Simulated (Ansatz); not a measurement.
# MnZn: how the settings move a single-point run

How sensitive is a single-point run of MnZn to its settings? A reference run comes first, then one run with altered input.

Program: Ansatz 0.2.0. Level of theory: reference: DFT, LDA, PAW with Ansatz's default frozen-core files, scalar-relativistic. These are calculated values, not measurements.

## (1) The system as given

It takes space group Pm-3m (No. 221, cubic). Conventional cell: a = 3.070 Å, b = 3.070 Å, c = 3.070 Å, α = 90.00°, β = 90.00°, γ = 90.00°. Mn (site symmetry m-3m) is surrounded by 8 Zn at 2.66 Å. Zn (site symmetry m-3m) has 8 Mn at 2.66 Å in its first shell of neighbours.

Structure file:

```cif
data_structure
_symmetry_space_group_name_H-M 'P 1'
_symmetry_Int_Tables_number 1
_cell_length_a 3.0700
_cell_length_b 3.0700
_cell_length_c 3.0700
_cell_angle_alpha 90.000
_cell_angle_beta 90.000
_cell_angle_gamma 90.000
_cell_volume 28.93
loop_
_atom_site_label
_atom_site_type_symbol
_atom_site_fract_x
_atom_site_fract_y
_atom_site_fract_z
_atom_site_occupancy
Mn1 Mn 0.00000 0.00000 0.00000 1
Zn1 Zn 0.50000 0.50000 0.50000 1
```

## (2) Reference

The input, input.yaml:

```yaml
crystal:
  lattice:
    - [3.07, 0.0, 0.0]
    - [0.0, 3.07, 0.0]
    - [0.0, 0.0, 3.07]
  atoms:
    - { symbol: Mn, position: [0.0, 0.0, 0.0], spin: 3.0, spin_axis: [1.0, 0.0, 0.0] }
    - { symbol: Zn, position: [0.5, 0.5, 0.5] }
magnetization:
  noncollinear: true
  spin_spiral: { q: [0.0, 0.0, 0.0] }
kpoints:
  mp_grid: { grid: [12, 12, 12] }
scf:
  occupations: { method: fermi_dirac, width: 0.03 }
  lower_state_search: "off"
hamiltonian:
  xc: lda
  pseudopotentials: { kind: paw }
output:
  eigenvalues: false
```

Launch:

```
> ansatz run input.yaml --threads 2 --pin off --max-ram 5120MiB --backend cpu --events-out ev --progress --plain --runs-dir out
```

## (3) Variant: starting moments, lock_directions true

Changes to input.yaml since step 2:

```diff
@@ -6,3 +6,3 @@
   atoms:
-    - { symbol: Mn, position: [0.0, 0.0, 0.0], spin: 3.0, spin_axis: [1.0, 0.0, 0.0] }
+    - { symbol: Mn, position: [0.0, 0.0, 0.0], spin: 3.0, spin_axis: [0.25881905, 0.0, 0.96592583] }
     - { symbol: Zn, position: [0.5, 0.5, 0.5] }
@@ -11,2 +11,3 @@
   spin_spiral: { q: [0.0, 0.0, 0.0] }
+  spin_locking: { lock_directions: true }
 kpoints:
```

Before running it: what results should come out? Wanted: for each run, ending; energy change; abs. moment.

As calculated:

| run | ending | energy change | abs. moment (μB) | cycles | time |
| --- | --- | --- | --- | --- | --- |
| reference | converged | 0 | 3.27 | 12 | 16 s |
| 1: starting moments, lock_directions true | converged | 0.0 meV/atom | 3.27 | 10 | 4.7 min |

Residual by cycle in the longest SCF loop of each run; runs are numbered as in the table. The quantity is the density residual dr2, in eV.

| cycle | reference | run 1 |
| --- | --- | --- |
| 1 | 3.3 | 3.3 |
| 2 | 1.98 | 2.01 |
| 3 | 0.07 | 0.0605 |
| 4 | 0.0125 | 0.0155 |
| 5 | 4.2e-4 | 0.00303 |
| 6 | 2.8e-4 | 5.0e-4 |
| 7 | 0.00326 | 1.3e-4 |
| 8 | 8.7e-4 | 2.7e-6 |
| 9 | 9.2e-5 | 8.9e-8 |
| 10 | 2.4e-7 | 1.3e-9 |
| 11 | 1.1e-7 | - |
| 12 | 1.5e-9 | - |

What this shows: The changed input (constraint on the moments) leaves the energy the same to the digits printed. Cost: 10 SCF cycles against 12, 4.7 min against 16 s.
